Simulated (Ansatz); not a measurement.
C2H7ClSn, SMILES [CH3][SnH]([CH3])[Cl], a geometry optimisation

Program: the Python package of Ansatz (0.2.0).

Run as a notebook:

In [1]:
```python
import itertools
import warnings

import ansatz as az
from ase.data import atomic_numbers, covalent_radii
import numpy as np
```

In [2]:
```python
BASIS_SET = "def2-SVP"
XC = "pbe0"
```

In [3]:
```python
GEOMETRY = """
C    -0.98340    1.40300   -0.27060
Sn   -0.52390   -0.62630   -0.08720
C     1.50110   -0.78620    0.48700
Cl   -0.75700   -1.69400   -2.15800
H    -0.38120    1.90910   -1.06860
H    -0.88140    1.97460    0.68940
H    -2.06740    1.54070   -0.58470
H    -1.50000   -1.34960    1.12130
H     2.18010   -0.29690   -0.22740
H     1.68390   -0.27310    1.49660
H     1.79450   -1.85840    0.62270
"""
```

In [4]:
```python
warnings.simplefilter("ignore", az.DeckWarning)
```

In [5]:
```python
system = az.Crystal.molecule()
for line in GEOMETRY.strip().splitlines():
    symbol, *xyz = line.split()
    system = system.atom(symbol, [float(v) for v in xyz])
```

In [6]:
```python
base = system.calculation()
base = base.basis(gaussian=BASIS_SET).functional(XC)
symbols = [site.symbol for site in system.cartesian_sites]
start = np.array([site.position_ang for site in system.cartesian_sites], dtype=float)
def progress(event):
    if event["event"] == "relax_step":
        row = event["data"]
        print(f"step {row['step']:3d}  E = {row['lagrangian_ev']:.6f} eV  largest force component {row['allowed_force_max_ev_ang']:.4f} eV/A")
```

In [7]:
```python
rep = base.relax(force_tolerance=0.01, max_steps=100).session().plan().execute(on_event=progress).report
end = np.array(rep["positions_ang"])
```
```text
step   1  E = -20531.015394 eV  largest force component 1.7594 eV/A
step   2  E = -20531.126490 eV  largest force component 0.6026 eV/A
step   3  E = -20531.202152 eV  largest force component 0.2290 eV/A
step   4  E = -20531.207952 eV  largest force component 0.0383 eV/A
step   5  E = -20531.208321 eV  largest force component 0.0285 eV/A
step   6  E = -20531.208488 eV  largest force component 0.0050 eV/A
step   7  E = -20531.208546 eV  largest force component 0.0031 eV/A
```

In [8]:
```python
for key in ("converged", "free_energy_ev", "reference_energy_ev", "n_frozen", "n_occupied", "n_virtual"):
    print(f"{key:22s} {rep[key]}")
```
```text
converged              True
free_energy_ev         -20531.208576450656
reference_energy_ev    -20531.208576450656
n_frozen               0
n_occupied             [29, 29]
n_virtual              [78, 78]
```

In [9]:
```python
# pairs closer than 1.2 times the sum of covalent radii, before or after
radius = [covalent_radii[atomic_numbers[s]] for s in symbols]
span = lambda where, i, j: np.linalg.norm(where[i] - where[j])
bonded = [(i, j) for i, j in itertools.combinations(range(len(symbols)), 2) if min(span(start, i, j), span(end, i, j)) < 1.2 * (radius[i] + radius[j])]
print("pair        before    after (A)")
for i, j in bonded:
    print(f"{symbols[i]}{i}-{symbols[j]}{j}".ljust(10), f"{span(start, i, j):8.4f} {span(end, i, j):8.4f}")
```
```text
pair        before    after (A)
C0-Sn1       2.0887   2.1423
C0-H4        1.1205   1.0988
C0-H5        1.1219   1.0999
C0-H6        1.1370   1.0985
Sn1-C2       2.1109   2.1423
Sn1-Cl3      2.3415   2.3732
Sn1-H7       1.7136   1.7170
C2-H8        1.1004   1.0988
C2-H9        1.1472   1.0999
C2-H10       1.1199   1.0985
```

Reading the output:
- Total energies depend on the basis set; only differences at equal settings carry meaning.
- The end point is the stationary point reached from this start; no frequency run checks that it is a minimum, and the basis set is modest.
- def2 sets replace the cores of elements past krypton by effective core potentials.
- The whole script took 32 s on 1 thread of Intel(R) Xeon(R) 6975P-C (Granite Rapids) (shared host), peak memory 0.33 GiB.

(Lines on the test bed's own set-up are left out of the output.)
